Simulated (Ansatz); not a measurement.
# AlClF2: the cost of one run

Computed with Ansatz 0.2.0 (DFT PBE, scalar-relativistic, plane waves, PAW, unless a step's input says otherwise).

**1. The structure to begin with**

It takes space group P4/mmm (No. 123, tetragonal). Conventional cell: a = 4.032 Å, b = 4.032 Å, c = 4.493 Å, α = 90.00°, β = 90.00°, γ = 90.00°. Al (site symmetry 4/mmm) is surrounded by 2 F at 1.52 Å. Cl (site symmetry 4/mmm) has 4 Al at 2.85 Å in its first shell of neighbours. F (site symmetry 4mm) is surrounded by 1 F at 1.45 Å and 1 Al at 1.52 Å.

As a file:

```cif
data_structure
_symmetry_space_group_name_H-M 'P4/mmm'
_symmetry_Int_Tables_number 123
_cell_length_a 4.0317
_cell_length_b 4.0317
_cell_length_c 4.4930
_cell_angle_alpha 90.000
_cell_angle_beta 90.000
_cell_angle_gamma 90.000
_cell_volume 73.03
loop_
_atom_site_label
_atom_site_type_symbol
_atom_site_symmetry_multiplicity
_atom_site_Wyckoff_symbol
_atom_site_fract_x
_atom_site_fract_y
_atom_site_fract_z
_atom_site_occupancy
Al1 Al 1 c 0.50000 0.50000 0.00000 1
Cl1 Cl 1 a 0.00000 0.00000 0.00000 1
F1 F 2 h 0.50000 0.50000 0.66165 1
```

The cell is invented: random cell by space group and Wyckoff sites (P4/mmm, No. 123). The dimensions are guesses.

**2. A first look at the guess**

input.yaml

```yaml
crystal:
  lattice:
    - [4.03166918, 0.0, 0.0]
    - [0.0, 4.03166918, 0.0]
    - [0.0, 0.0, 4.49296674]
  atoms:
    - { symbol: Al, position: [0.5, 0.5, 0.0] }
    - { symbol: Cl, position: [0.0, 0.0, 0.0] }
    - { symbol: F, position: [0.5, 0.5, 0.66164952] }
    - { symbol: F, position: [0.5, 0.5, 0.33835048] }
basis:
  ecutwfc: 420
kpoints:
  mp_grid: { grid: [4, 4, 4] }
hamiltonian:
  xc: pbe
scf:
  occupations: { method: gaussian, width: 0.1 }
  lower_state_search: "off"
output:
  forces: true
  stress: true
  eigenvalues: true
```

On the command line:

```sh
> ansatz run input.yaml --threads 1 --pin off --max-ram 2560MiB --backend cpu --events-out ev --progress --plain --runs-dir out
```

**Question.** How long does this run take on 1 thread of Arm Neoverse V2, shared host, and how much memory does it need?

About 1.2 s, with a peak of 0.29 GiB.
